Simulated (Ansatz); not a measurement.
# MoPt, space group P-6m2: an all-electron equation of state

Computed with the Ansatz DFT code, driven from Python.

Run as a notebook:

```python
import ansatz as az
from ase.eos import EquationOfState
from ase.units import GPa
import numpy as np
```

```python
MIXING_BETA = 0.5
OCCUPATIONS = "Gaussian"
SMEARING_WIDTH = 0.05
MESH = (12, 12, 7)
```

```python
VECTORS = np.array([
    [2.821475, 0.0, 0.0],
    [-1.410737, 2.443469, 0.0],
    [0.0, 0.0, 4.527088],
])
SITES = [
    ("Mo", [2 / 3, 1 / 3, 0.0]),
    ("Pt", [1 / 3, 2 / 3, 0.5]),
]
```

```python
def make_crystal(cell):
    crystal = az.Crystal(lattice=az.Lattice.of(cell))
    for symbol, position in SITES:
        crystal = crystal.atom(symbol, position)
    return crystal
```

```python
volumes, energies = [], []
for scale in np.linspace(0.92, 1.08, 5):
    cell = VECTORS * scale ** (1 / 3)
    setup = (
        make_crystal(cell).calculation()
        .mixing("broyden", beta=MIXING_BETA)
        .functional(az.Functional.LDA)
        .occupations(OCCUPATIONS, width=SMEARING_WIDTH)
        .kpoints(*MESH)
        .pseudopotentials("all_electron", lapw=True)
    )
    r = setup.run().report
    volumes.append(abs(np.linalg.det(cell)) / len(SITES))
    energies.append(r["free_energy_ev"] / len(SITES))
    print(f"{scale:.3f} {volumes[-1]:9.4f} A^3/atom {energies[-1]:16.5f} eV/atom  (estimated basis error {1000 * r['lapw_basis_errors']['total_ev_per_atom']:.2f} meV/atom)")
v0, e0, bulk = EquationOfState(volumes, energies, eos="birchmurnaghan").fit()
print(f"V0 = {v0:.4f} A^3/atom, B0 = {bulk / GPa:.1f} GPa")
```

    0.920   14.3569 A^3/atom    -305372.33464 eV/atom  (estimated basis error 0.04 meV/atom)
    0.960   14.9811 A^3/atom    -305372.34073 eV/atom  (estimated basis error 0.05 meV/atom)
    1.000   15.6053 A^3/atom    -305372.30006 eV/atom  (estimated basis error 0.05 meV/atom)
    1.040   16.2295 A^3/atom    -305372.22279 eV/atom  (estimated basis error 0.05 meV/atom)
    1.080   16.8537 A^3/atom    -305372.11702 eV/atom  (estimated basis error 0.05 meV/atom)
    V0 = 14.7355 A^3/atom, B0 = 310.4 GPa

A third-order Birch-Murnaghan fit through the 5 points has its minimum at 14.74 Å³ an atom, 5.6 % below the typed cell, with a bulk modulus of 311 GPa and dB/dP = 4.8. From that minimum the energy rises by 9.9 meV an atom on the compressed side and 227.6 meV on the expanded side. The window is off centre, so dB/dP is rough.

Reading the output:
- These settings explore the input space; cutoff and mesh may be short of convergence.
- Shape and fractional positions are held along the curve, so the bulk modulus is an upper value where they are free to relax, by a factor of two or more in layered or hydrogen-bonded cells.
- Spin-orbit coupling, which matters for elements this heavy, is left out.
- This cell is a computed structure, which may not be the phase found in nature.
- Hardware and time: 7.9 min on 1 thread of Arm Neoverse V1 (shared host), peak memory 0.6 GiB.
